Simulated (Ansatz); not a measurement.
This script for Ansatz 0.2.0, Python API starts 4 runs on B2BrCl2H2N, SMILES ClBNB(Cl)Br. What input does the engine get in each?

`disp_b2brcl2h2n.py`
```python
"""Dispersion corrections for B2BrCl2H2N."""

import ansatz as az

GEOMETRY = """
Cl   -1.99270    0.95940   -1.36400
B    -1.30230   -0.02460    0.03710
N    -0.02610    0.42490    0.73920
B     1.15760    0.10610   -0.16700
Cl    2.23610    1.47560   -0.76430
Br    1.71820   -1.79330   -0.48780
H    -1.87730   -0.98840    0.40920
H     0.08670   -0.15980    1.59760
"""

system = az.Crystal.molecule()
for line in GEOMETRY.strip().splitlines():
    symbol, *xyz = line.split()
    system = system.atom(symbol, [float(v) for v in xyz])

setup = system.calculation().basis(gaussian="def2-SVP")
for name in ["pbe", "blyp"]:
    for correction in ("d3bj", "d4"):
        summary = setup.functional(name, dispersion=correction).run().report
        print(f"{name:8s} {correction:5s} total {summary['free_energy_ev']:.5f} eV, of which dispersion {1000 * summary['dispersion']['energy']['ev']:.2f} meV")
```

Run 1:
```yaml
crystal:
  periodic: [false, false, false]
  atoms:
    - { symbol: Cl, position_ang: [-1.9927, 0.9594, -1.364] }
    - { symbol: B, position_ang: [-1.3023, -0.0246, 0.0371] }
    - { symbol: "N", position_ang: [-0.0261, 0.4249, 0.7392] }
    - { symbol: B, position_ang: [1.1576, 0.1061, -0.167] }
    - { symbol: Cl, position_ang: [2.2361, 1.4756, -0.7643] }
    - { symbol: Br, position_ang: [1.7182, -1.7933, -0.4878] }
    - { symbol: H, position_ang: [-1.8773, -0.9884, 0.4092] }
    - { symbol: H, position_ang: [0.0867, -0.1598, 1.5976] }
basis:
  gaussian:
    orbitals: def2-SVP
hamiltonian:
  xc: pbe
  dispersion: d3bj
```

Run 2, against run 1:
```diff
-  dispersion: d3bj
+  dispersion: d4
```

Run 3, against run 1:
```diff
-  xc: pbe
+  xc: blyp
```

Run 4, against run 1:
```diff
-  xc: pbe
-  dispersion: d3bj
+  xc: blyp
+  dispersion: d4
```

Output of `python disp_b2brcl2h2n.py`:
```text
pbe      d3bj  total -97927.89188 eV, of which dispersion -248.53 meV
pbe      d4    total -97927.91059 eV, of which dispersion -267.24 meV
blyp     d3bj  total -97952.08966 eV, of which dispersion -556.62 meV
blyp     d4    total -97952.10806 eV, of which dispersion -575.02 meV
```

Total energies depend on the basis set; only differences at equal settings carry meaning. The geometry is a force-field or estimated start, not a minimum of this method, and the basis set is short of its limit. D4 holds the three-body term, and d3bj doesn't. Run time: 19 s on 1 thread of Arm Neoverse V1, on a shared host, peak memory 0.22 GiB.
